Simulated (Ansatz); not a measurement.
Crystal: GdO.

```
CELL_PARAMETERS angstrom
0.00000 2.70000 2.70000
2.70000 0.00000 2.70000
2.70000 2.70000 0.00000
ATOMIC_POSITIONS crystal
Gd 0.00000 0.00000 0.00000
O 0.75000 0.75000 0.75000
```

* Program: Ansatz 0.2.0
* Task: relaxation of cell and atoms
* Functional: HSE03
* Potentials or basis: Ansatz PAW
* Cutoff: 420 eV (not typed: the program's choice for these potentials)
* k mesh: 5 × 5 × 5
* Occupations: fermi-dirac, width 0.05 eV
* Spin: collinear spin, ferromagnetic start
* Starting moments: [7.0, 0.0] μB

At the start: volume 19.68 Å³/atom.

Problem. Where does the relaxation end?

Solution. It ends after 6 steps and the volume is 19.28 Å³/atom (-2.1 %); space group F-43m (No. 216, to 0.05 Å); moment 7.98 μB per cell.

Step by step:
| step | energy change (eV) | largest force (eV/Å) | volume (Å³) |
| --- | --- | --- | --- |
| 1 | 0.0000 | 0.0000 | 39.37 |
| 2 | -0.0046 | 0.0000 | 38.00 |
| 3 | -0.0067 | 0.0000 | 38.59 |
| 4 | -0.0058 | 0.0000 | 38.59 |
| 5 | -0.0058 | 0.0000 | 38.55 |
| 6 | -0.0057 | 0.0000 | 38.55 |

Final structure:
```yaml
crystal:
  lattice:
    - [0.00000, 2.68124, 2.68124]
    - [2.68124, 0.00000, 2.68124]
    - [2.68124, 2.68124, 0.00000]
  atoms:
    - { symbol: Gd, position: [0.00000, 0.00000, 0.00000] }
    - { symbol: O, position: [0.75000, 0.75000, 0.75000] }
```

Caveat: the k mesh is coarse (spacing up to 0.40 Å⁻¹), so the values aren't converged, least of all with exact exchange; the magnetic or orbital state may not be the lowest; the plane-wave basis is chosen anew once the cell has moved, so the energies of steps on either side of that aren't comparable; a cell with one magnetic atom can't hold antiferromagnetic order, which such compounds often take; the PAW data sets come from PBE, with cores solved anew for the run's functional, which leaves a small shift of forces and pressure.
